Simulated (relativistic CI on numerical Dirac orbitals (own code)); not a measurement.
**Re³⁺ (5d4) in crystal fields: levels and magnetism**

How does a crystal field split the 5d4 shell of Re³⁺, and what follows for the ground state and χT? 6 fields tried.

The numbers are computed with relativistic CI on numerical Dirac orbitals (own code) version 1 (Dirac-Coulomb-Breit CI, KLI orbitals optimised for each configuration, model QED (radiative potential, 1s self-energy scaled to tabulated hydrogen-like ionisation energies), valence Slater integrals scaled by 0.7, one configuration in a parametric crystal field), except any that are marked as measured or tabulated.

## Step 1: The atom as given

* ion: Re³⁺ (Re IV)
* nuclear charge: 75
* electrons: 72
* open shell: 5d4
* Slater scale: 0.7
* field 1 (cm⁻¹): D4h, 10Dq = 48800, Ds = 2000, Dt = 120
* field 2 (cm⁻¹): D3d, 10Dq = 48300, Dsigma = 1140, Dtau = 100
* field 3 (cm⁻¹): D4h, 10Dq = 19250, Ds = 1860, Dt = 160
* field 4 (cm⁻¹): D3d, 10Dq = 32500, Dsigma = 170, Dtau = 70
* field 5 (cm⁻¹): Td, 10Dq = -5300
* field 6 (cm⁻¹): Oh, 10Dq = 45550

The outer shells:

[Xe] 4f14 5d4
```
[Xe] core
4f [↑↓][↑↓][↑↓][↑↓][↑↓][↑↓][↑↓]
5d [↑ ][↑ ][↑ ][↑ ][  ]
```

## Step 2: Field 1: D4h, 10Dq = 48800, Ds = 2000, Dt = 120

Settings of the run:

```ini
atom Re  Z=75  charge=3  electrons=72
nucleus A=187  rms_radius_fm=5.3698
hamiltonian dirac-coulomb  breit=on  qed=on  c_scale=1
orbitals kli  potential=per-configuration
slater_scale 0.7
correlation none
mixing on
configurations
  [Xe] 4f14 5d4
end
crystal_field D4h 10Dq=48800 Ds=2000 Dt=120
```

## Step 3: Field 2: D3d, 10Dq = 48300, Dsigma = 1140, Dtau = 100

Settings: those of step 2 with these lines changed.

```diff
@@ -10,2 +10,2 @@
 end
-crystal_field D4h 10Dq=48800 Ds=2000 Dt=120
+crystal_field D3d 10Dq=48300 Dsigma=1140 Dtau=100
```

## Step 4: Field 3: D4h, 10Dq = 19250, Ds = 1860, Dt = 160

Settings: those of step 3 with these lines changed.

```diff
@@ -10,2 +10,2 @@
 end
-crystal_field D3d 10Dq=48300 Dsigma=1140 Dtau=100
+crystal_field D4h 10Dq=19250 Ds=1860 Dt=160
```

## Step 5: Field 4: D3d, 10Dq = 32500, Dsigma = 170, Dtau = 70

Settings: those of step 4 with these lines changed.

```diff
@@ -10,2 +10,2 @@
 end
-crystal_field D4h 10Dq=19250 Ds=1860 Dt=160
+crystal_field D3d 10Dq=32500 Dsigma=170 Dtau=70
```

## Step 6: Field 5: Td, 10Dq = -5300

Settings: those of step 5 with these lines changed.

```diff
@@ -10,2 +10,2 @@
 end
-crystal_field D3d 10Dq=32500 Dsigma=170 Dtau=70
+crystal_field Td 10Dq=-5300
```

## Step 7: Field 6: Oh, 10Dq = 45550

Settings: those of step 6 with these lines changed.

```diff
@@ -10,2 +10,2 @@
 end
-crystal_field Td 10Dq=-5300
+crystal_field Oh 10Dq=45550
```

(Steps that only read results are left out.)

Before running it: what results should come out? Wanted: ground spin.

As calculated:

| field | ground state | degeneracy | S | J | first gap (cm⁻¹) | stabilisation (cm⁻¹) | χT at 2 K | χT at 300 K |
| --- | --- | --- | --- | --- | --- | --- | --- | --- |
| 1: D4h | A1 | 1 | 0.95 | 4.09 | 1959 | -59740 | 0.002 | 0.287 |
| 2: D3d | A1 | 1 | 0.98 | 4.12 | 1738 | -60383 | 0.002 | 0.354 |
| 3: D4h | A1 | 1 | 1.19 | 3.33 | 2221 | -15027 | 0.002 | 0.230 |
| 4: D3d | A1 | 1 | 1.00 | 3.97 | 2732 | -34975 | 0.002 | 0.271 |
| 5: Td | A1 | 1 | 1.63 | 1.18 | 2920 | -1331 | 0.001 | 0.113 |
| 6: Oh | A1 | 1 | 0.98 | 4.12 | 2712 | -54661 | 0.002 | 0.303 |

χT is in cm³ K/mol; stabilisation counts from the free ion's lowest level; S and J come from the expectation values of their squares.

| quantity | value |
| --- | --- |
| ground spin (effective S from ⟨S²⟩) | 1: 0.95, 2: 0.98, 3: 1.19, 4: 1.00, 5: 1.63, 6: 0.98 |
| χT at 300 K | 0.11 to 0.35 cm³ K/mol |

**Reading.** The ground spin ranges from 0.95 to 1.63 over these fields. Fields 1, 2, 3, 4, 5, 6 leave a non-degenerate ground state well apart, so χT falls towards zero on cooling. The field is a set of parameters, without covalency or charge transfer.
